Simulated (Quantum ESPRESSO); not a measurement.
# CaB2 (P6/mmm) in Quantum ESPRESSO: reference runs, part 2 of 2

Quantum ESPRESSO 7.5. Earlier steps stand in the parts before.

## 3. Single point, PBE (atoms moved at random, drawn with an rms of 0.05 Å)

File pw.in:

```
&CONTROL
  calculation = 'scf'
  prefix = 'pwscf'
  outdir = './tmp'
  pseudo_dir = './pseudo'
  tprnfor = .true.
  tstress = .true.
  disk_io = 'nowf'
/
&SYSTEM
  ibrav = 0
  nat = 3
  ntyp = 2
  ecutwfc = 55
  ecutrho = 440
  nbnd = 14
  occupations = 'smearing'
  smearing = 'fd'
  degauss = 0.00367493
/
&ELECTRONS
  conv_thr = 6d-10
  electron_maxstep = 120
  mixing_beta = 0.5
/
ATOMIC_SPECIES
Ca    40.0780 Ca_pbe_v1.uspp.F.UPF
B     10.8100 b_pbe_v1.4.uspp.F.UPF
CELL_PARAMETERS angstrom
   3.2264302843    0.0000000000    0.0000000000
  -1.6132151421    2.7941705897    0.0000000000
   0.0000000000    0.0000000000    4.0673920000
ATOMIC_POSITIONS crystal
Ca    -0.0023580000   -0.0003380000   -0.0003880000
B      0.6686930000    0.3305760000    0.4981870000
B      0.3449910000    0.6738080000    0.5078370000
K_POINTS automatic
9 9 7 0 0 0
```

Potentials or basis: SSSP 1.3 efficiency PBE.

The run is started by

```console
> OMP_NUM_THREADS=1 pw.x -in pw.in > pw.out
```

pw.out:

```text
This program is part of the open-source Quantum ESPRESSO suite
     for quantum simulation of materials; please cite
[... 6 lines left out ...]
     --------------------
     sticks:   dense  smooth     PW     G-vecs:    dense   smooth      PW
     Sum        1135     559    163                38589    13579    2271

     Using Slab Decomposition

     bravais-lattice index     =            0
     lattice parameter (alat)  =       6.0971  a.u.
     unit-cell volume          =     247.4502 (a.u.)^3
     number of atoms/cell      =            3
     number of atomic types    =            2
     number of electrons       =        16.00
     number of Kohn-Sham states=           14
     kinetic-energy cutoff     =      55.0000  Ry
     charge density cutoff     =     440.0000  Ry
     scf convergence threshold =      6.0E-10
     mixing beta               =       0.5000
     number of iterations used =            8  plain     mixing
     Exchange-correlation=  SLA  PW   PBX  PBC
                           (   1   4   3   4   0   0   0)

     celldm(1)=   6.097070  celldm(2)=   0.000000  celldm(3)=   0.000000
     celldm(4)=   0.000000  celldm(5)=   0.000000  celldm(6)=   0.000000

     crystal axes: (cart. coord. in units of alat)
               a(1) = (   1.000000   0.000000   0.000000 )
               a(2) = (  -0.500000   0.866025   0.000000 )
               a(3) = (   0.000000   0.000000   1.260648 )

     reciprocal axes: (cart. coord. in units 2 pi/alat)
               b(1) = (  1.000000  0.577350 -0.000000 )
               b(2) = (  0.000000  1.154701  0.000000 )
               b(3) = (  0.000000 -0.000000  0.793243 )

     PseudoPot. # 1 for Ca read from file:
     Ca_pbe_v1.uspp.F.UPF
     Pseudo is Ultrasoft + core correction, Zval = 10.0
     Generated by new atomic code, or converted to UPF format
     Using radial grid of  845 points,  6 beta functions with:
                l(1) =   0
                l(2) =   0
                l(3) =   1
                l(4) =   1
                l(5) =   2
                l(6) =   2
     Q(r) pseudized with  8 coefficients,  rinner =    1.500   1.500   1.500
                                                       1.500   1.500

     PseudoPot. # 2 for B  read from file:
     b_pbe_v1.4.uspp.F.UPF
     Pseudo is Ultrasoft + core correction, Zval =  3.0
     Generated by new atomic code, or converted to UPF format
     Using radial grid of  781 points,  4 beta functions with:
                l(1) =   0
                l(2) =   0
                l(3) =   1
                l(4) =   1
     Q(r) pseudized with  8 coefficients,  rinner =    1.100   1.100   1.100

     atomic species   valence    mass     pseudopotential
     Ca               10.00    40.07800     Ca( 1.00)
     B                 3.00    10.81000     B ( 1.00)

     No symmetry found

   Cartesian axes

     site n.     atom                  positions (alat units)
         1        Ca     tau(   1) = (  -0.0021890  -0.0002927  -0.0004891  )
         2        B      tau(   2) = (   0.5034050   0.2862872   0.6280383  )
         3        B      tau(   3) = (   0.0080870   0.5835348   0.6402036  )

     number of k points=   284  Fermi-Dirac smearing, width (Ry)=  0.0037

     Number of k-points >= 100: set verbosity='high' to print them.

     Dense  grid:    38589 G-vectors     FFT dimensions: (  45,  45,  54)

     Smooth grid:    13579 G-vectors     FFT dimensions: (  30,  30,  40)

     Check: negative core charge=   -0.000001

     Initial potential from superposition of free atoms

     starting charge      15.9940, renormalised to      16.0000
     Starting wfcs are   18 randomized atomic wfcs

     Self-consistent Calculation

     iteration #  1     ecut=    55.00 Ry     beta= 0.50
     Davidson diagonalization with overlap
     ethr =  1.00E-02,  avg # of iterations =  2.3

     total energy              =     -87.68307176 Ry
     estimated scf accuracy    <       0.21903579 Ry

     iteration #  2     ecut=    55.00 Ry     beta= 0.50
     Davidson diagonalization with overlap
     ethr =  1.37E-03,  avg # of iterations =  2.1

     total energy              =     -87.73408944 Ry
     estimated scf accuracy    <       0.03254291 Ry

     iteration #  3     ecut=    55.00 Ry     beta= 0.50
     Davidson diagonalization with overlap
     ethr =  2.03E-04,  avg # of iterations =  2.0

     total energy              =     -87.74211425 Ry
     estimated scf accuracy    <       0.00194784 Ry

     iteration #  4     ecut=    55.00 Ry     beta= 0.50
     Davidson diagonalization with overlap
     ethr =  1.22E-05,  avg # of iterations =  5.0

     total energy              =     -87.74241259 Ry
     estimated scf accuracy    <       0.00008046 Ry

     iteration #  5     ecut=    55.00 Ry     beta= 0.50
     Davidson diagonalization with overlap
     ethr =  5.03E-07,  avg # of iterations =  3.2
[... 15 lines left out ...]
     total energy              =     -87.74242713 Ry
     estimated scf accuracy    <       0.00000002 Ry

     iteration #  8     ecut=    55.00 Ry     beta= 0.50
     Davidson diagonalization with overlap
     ethr =  1.08E-10,  avg # of iterations =  2.9

     total energy              =     -87.74242714 Ry
     estimated scf accuracy    <          3.8E-09 Ry

     iteration #  9     ecut=    55.00 Ry     beta= 0.50
     Davidson diagonalization with overlap
     ethr =  2.41E-11,  avg # of iterations =  2.0

     total energy              =     -87.74242714 Ry
     estimated scf accuracy    <          6.5E-10 Ry

     iteration # 10     ecut=    55.00 Ry     beta= 0.50
     Davidson diagonalization with overlap
     ethr =  4.04E-12,  avg # of iterations =  1.9

     End of self-consistent calculation

     Number of k-points >= 100: set verbosity='high' to print the bands.

     the Fermi energy is     9.3575 ev

!    total energy              =     -87.74242714 Ry
     estimated scf accuracy    <          2.5E-12 Ry
     smearing contrib. (-TS)   =      -0.00057405 Ry
     internal energy E=F+TS    =     -87.74185309 Ry

     The total energy is F=E-TS. E is the sum of the following terms:
     one-electron contribution =     -16.55424138 Ry
     hartree contribution      =      14.92280937 Ry
     xc contribution           =     -17.86536965 Ry
     ewald contribution        =     -68.24505142 Ry

     convergence has been achieved in  10 iterations

     Forces acting on atoms (cartesian axes, Ry/au):

     atom    1 type  1   force =     0.00402801    0.00111641    0.00383707
     atom    2 type  2   force =    -0.00066397    0.00111206    0.01070718
     atom    3 type  2   force =    -0.00336404   -0.00222847   -0.01454425

     Total force =     0.019399     Total SCF correction =     0.000001

     Computing stress (Cartesian axis) and pressure

          total   stress  (Ry/bohr**3)                   (kbar)     P=       -4.59
  -0.00001951   0.00002248   0.00000316           -2.87        3.31        0.47
   0.00002248  -0.00007833   0.00000248            3.31      -11.52        0.37
   0.00000316   0.00000248   0.00000422            0.47        0.37        0.62

=------------------------------------------------------------------------------=
   JOB DONE.
=------------------------------------------------------------------------------=
```

Run time: 99 s. Hardware: 1 thread of Arm Neoverse V1, shared host; peak memory 0.28 GiB.

Results:

```
Free energy            : -1193.7965 eV
Pressure               : -0.5 GPa
Largest force          : 0.388 eV/Å
Band gap on the k mesh : none (metal or under the smearing width)
```

Forces on the atoms (eV/Å):
```
Ca   0.104  0.029  0.099
B   -0.017  0.029  0.275
B   -0.086 -0.057 -0.374
```
